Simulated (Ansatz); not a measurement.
# C₃H₇GeN: small, medium and large basis sets

An exercise on one series of results from a longer session: the logs are not shown, and one member is left open.

Computed with Ansatz 0.2.0, Gaussian basis. Level: one geometry, several basis sets.

The runs, in order: PBE0-D4/def2-SVP; ωB97M-V/def2-SVP; PBE0-D4/def2-QZVPP; ωB97M-V/def2-QZVPP; the functionals' def2-TZVPP values are taken from earlier runs.

## The geometry

The geometry comes from an earlier relaxation with PBE0-D4 in a triple-zeta def2 set; it is a stationary point, not always the lowest conformer.

SMILES `[CH3][GeH]([CH3])[C]#N`, 12 atoms, charge 0, spin multiplicity 1.

Atoms are counted from 1 here; the program's logs count them from 0.

Bond lengths: C1–Ge2 1.944 Å, C1–H6 1.090 Å, C1–H7 1.091 Å, C1–H8 1.090 Å, Ge2–C3 1.944 Å, Ge2–C4 1.940 Å, Ge2–H9 1.537 Å, C3–H10 1.090 Å, C3–H11 1.091 Å, C3–H12 1.090 Å, C4–N5 1.152 Å. Angles: Ge2–C1–H6 110.4°, Ge2–C1–H7 109.8°, Ge2–C1–H8 110.0°, H6–C1–H7 108.8°, H6–C1–H8 108.8°, H7–C1–H8 108.9°, C1–Ge2–C3 113.4°, C1–Ge2–C4 106.7°, C1–Ge2–H9 112.1°, C3–Ge2–C4 106.8°, C3–Ge2–H9 112.0°, C4–Ge2–H9 105.1°, Ge2–C3–H10 110.0°, Ge2–C3–H11 109.8°, Ge2–C3–H12 110.4°, H10–C3–H11 108.9°, H10–C3–H12 108.8°, H11–C3–H12 108.8° and more.

The first run:

in.yaml

```yaml
crystal:
  periodic: [false, false, false]
  atoms:
    - {symbol: C, position_ang: [-1.649645, -0.461888, -0.258714]}
    - {symbol: Ge, position_ang: [-0.001664, 0.184219, 0.543872]}
    - {symbol: C, position_ang: [1.586649, -0.718256, -0.119663]}
    - {symbol: C, position_ang: [0.166931, 2.051779, 0.047449]}
    - {symbol: N, position_ang: [0.266842, 3.153986, -0.272525]}
    - {symbol: H, position_ang: [-2.499865, 0.116971, 0.101885]}
    - {symbol: H, position_ang: [-1.801784, -1.510650, 0.000822]}
    - {symbol: H, position_ang: [-1.596616, -0.371114, -1.344105]}
    - {symbol: H, position_ang: [-0.067715, 0.181477, 2.078994]}
    - {symbol: H, position_ang: [1.641698, -0.627150, -1.204928]}
    - {symbol: H, position_ang: [1.548956, -1.776238, 0.144281]}
    - {symbol: H, position_ang: [2.483415, -0.278335, 0.316533]}
basis:
  gaussian: {orbitals: def2-SVP}
hamiltonian: {xc: pbe0, dispersion: d4}
output: {orbitals: {seedname: orbitals}}
```

Among the steps run: PBE0-D4 in def2-SVP; ωB97M-V in def2-SVP; PBE0-D4 in def2-QZVPP; ωB97M-V in def2-QZVPP.

One table of the session follows, with a row left open; its other results are not shown here.

```
functional       basis  HOMO (eV)  LUMO (eV)
   PBE0-D4    def2-SVP      -8.98       0.32
   PBE0-D4  def2-TZVPP          ?          ?
   PBE0-D4  def2-QZVPP      -9.04      -0.08
   ωB97M-V    def2-SVP     -11.17       2.37
   ωB97M-V  def2-TZVPP     -11.24       1.84
   ωB97M-V  def2-QZVPP     -11.25       1.30
```

Q: Estimate the row for PBE0-D4, def2-TZVPP from the others.

**Answer.** HOMO (eV): -9.03; LUMO (eV): 0.08. In the column «HOMO (eV)» it lies between PBE0-D4, def2-QZVPP (-9.04) and PBE0-D4, def2-SVP (-8.98).
